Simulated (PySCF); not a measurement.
# AlSn−: bond curves at several levels of theory

One table from this session's results is given with a row withheld; the runs are named, their logs left out.

Method: Al def2-SVPD, Sn def2-SVPD with ECP28, scalar-relativistic core potentials; program: PySCF 2.14.0.

3 further runs of the same task are left out: 3 set aside as unsound or not needed.

The first run:

Settings of the job:

- atoms: Al, Sn
- charge: -1
- basis: Al def2-SVPD, Sn def2-SVPD with ECP28
- Hamiltonian: scalar-relativistic core potentials
- basis functions: 56
- electrons treated: 36
- masses in u: 26.9815, 119.9022
- levels: PBE0, PBE, r²SCAN, B2PLYP, r²SCANh, BP86, HF, MP2, SCS-MP2, CCSD, CCSD(T)
- grid: 80 radial by 434 angular points
- occupations: held fixed by the projection of orbital angular momentum
- dissociation limit: Al + Sn−, each in its ground configuration
- starting distance in angstrom: 2.645
- values of 2S to try: 0, 2, 4

Run with:

```sh
> OMP_NUM_THREADS=1 python dia.py task.json out
```

Among the steps run: Input; PBE0 along the bond; PBE (GGA); r²SCAN; B2PLYP (double hybrid); r²SCANh (hybrid meta-GGA); BP86 (GGA); UHF (mean field); MP2 and coupled cluster.

One of the session's tables, all rows but one given; the rest of the session is left out.

| level | Re (Å) | ωe (cm⁻¹) | De (eV) |
| --- | --- | --- | --- |
| UHF | 2.675 | 287.5 | 1.03 |
| UHF-MP2 | 2.665 | 292.7 | 1.81 |
| UHF-SCS-MP2 | 2.672 | 286.8 | 1.73 |
| UHF-CCSD | 2.681 | 280.4 | 1.74 |
| UHF-CCSD(T) | 2.689 | 276.0 | 1.87 |
| PBE | 2.708 | 263.5 | 2.43 |
| BP86 | 2.711 | 261.2 | 2.41 |
| r²SCAN | ? | ? | ? |
| r²SCANh | 2.671 | 280.7 | 2.24 |
| PBE0 | 2.675 | 280.0 | 2.26 |
| B2PLYP | 2.684 | 276.2 | 2.12 |

Q: Estimate the row for r²SCAN from the others.

As computed: Re (Å): 2.680; ωe (cm⁻¹): 276.1; De (eV): 2.29. In the column «Re (Å)» it lies between PBE0 (2.675) and UHF-CCSD (2.681).
